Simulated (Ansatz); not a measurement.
# C2HF2Si radical: basis-set convergence

An exercise on one series of results from a longer session: the logs are not shown, and one member is left open.

Program: Ansatz 0.2.0, Gaussian basis. Level of theory: one geometry, several basis sets. These are calculated values, not measurements.

Levels to be run: PBE0-D4/def2-SVP; ωB97M-V/def2-SVP; PBE0-D4/def2-QZVPP; ωB97M-V/def2-QZVPP; the functionals' def2-TZVPP values are taken from earlier runs.

### The geometry

All runs share one geometry, relaxed beforehand with PBE0-D4 in a triple-zeta def2 set.

SMILES `C#C[Si](F)F`, 6 atoms, charge 0, spin multiplicity 2.

Atoms are counted from 1 here; the program's logs count them from 0.

Bond lengths: C1–C2 1.207 Å, C1–H6 1.067 Å, C2–Si3 1.809 Å, Si3–F4 1.588 Å, Si3–F5 1.588 Å. Angles: C2–C1–H6 178.8°, C1–C2–Si3 171.4°, C2–Si3–F4 109.5°, C2–Si3–F5 109.5°, F4–Si3–F5 107.2°.

The first run:

File in.yaml:

```yaml
crystal:
  periodic: [false, false, false]
  atoms:
    - {symbol: C, position_ang: [-0.085898, 0.313442, 1.696404]}
    - {symbol: C, position_ang: [-0.084922, 0.112394, 0.506336]}
    - {symbol: Si, position_ang: [-0.336347, -0.088597, -1.273296]}
    - {symbol: F, position_ang: [-0.155976, -1.617160, -1.664255]}
    - {symbol: F, position_ang: [0.771508, 0.732672, -2.060734]}
    - {symbol: H, position_ang: [-0.066364, 0.483250, 2.749346]}
basis:
  gaussian: {orbitals: def2-SVP}
magnetization: {spin_polarized: true, initial_magnetization: 1}
hamiltonian: {xc: pbe0, dispersion: d4}
output: {orbitals: {seedname: orbitals}}
```

The run is started by

```
$ ansatz run in.yaml --threads 4 --pin off --events-out ev --progress --plain --max-ram 10444MiB
```

Steps of the session up to this table: PBE0-D4 in def2-SVP; ωB97M-V in def2-SVP; PBE0-D4 in def2-QZVPP; ωB97M-V in def2-QZVPP.

One table of the session follows, with a row left open; its other results are not shown here.

It belongs to the step «Density functionals: the series». 

| functional | basis | HOMO (eV) | LUMO (eV) |
| --- | --- | --- | --- |
| PBE0-D4 | def2-SVP | -6.88 | -2.84 |
| PBE0-D4 | def2-TZVPP | ? | ? |
| PBE0-D4 | def2-QZVPP | -7.04 | -2.91 |
| ωB97M-V | def2-SVP | -8.62 | -1.17 |
| ωB97M-V | def2-TZVPP | -8.77 | -1.24 |
| ωB97M-V | def2-QZVPP | -8.82 | -1.32 |

**Question.** Estimate the row for PBE0-D4, def2-TZVPP.

**Answer.** HOMO (eV): -7.01; LUMO (eV): -2.87. In the column «HOMO (eV)» it lies between PBE0-D4, def2-QZVPP (-7.04) and PBE0-D4, def2-SVP (-6.88).
